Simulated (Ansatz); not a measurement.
# RuAu in Ansatz: the effect of functional

Crystal: RuAu.

```
Ru Au
1.0
     3.16481    0.00000    0.00000
     0.00000    3.16481    0.00000
     0.00000    0.00000    3.16481
Ru Au
1 1
Cartesian
  0.0000 0.0000 0.0000
  1.5824 1.5824 1.5824
```

The cell was built by a generator and needn't be a form met in nature.

Alike in all runs:

| Item | Value |
| --- | --- |
| Program | Ansatz 0.2.0 |
| Task | projected density of states |
| Potentials or basis | Ansatz PAW |
| k mesh | 5 × 5 × 5 |
| Occupations | fermi-dirac, width 0.05 eV |
| Spin | no spin polarisation |

| functional | cutoff | pressure (GPa) |
| --- | --- | --- |
| LDA | 420 eV (not typed: the program's choice for these potentials) | ? |
| PBE | 420 eV (not typed: the program's choice for these potentials) | -0.6 |
| PBEsol | 420 eV (not typed: the program's choice for these potentials) | -9.8 |
| RPBE | 420 eV (not typed: the program's choice for these potentials) | 3.5 |
| revPBE | 420 eV (not typed: the program's choice for these potentials) | 2.3 |
| BLYP | 420 eV (not typed: the program's choice for these potentials) | 11.6 |
| r2SCAN | 500 eV (not typed: the program's choice for these potentials) | -5.6 |
| HSE06 | 420 eV (not typed: the program's choice for these potentials) | -9.1 |
| PBE0 | 420 eV (not typed: the program's choice for these potentials) | -9.2 |
| r2SCAN0 | 500 eV (not typed: the program's choice for these potentials) | -12.2 |

Question: What does the run with functional LDA give?

Answer: Pressure -14.7 GPa.

Caveats: all runs use coarse meshes; the density of states is complete only up to the lowest level of the last band computed; the PAW data sets come from PBE, with cores solved anew for the run's functional, which leaves a small shift of forces and pressure (some runs); the thresholds are loose for stress (some runs).
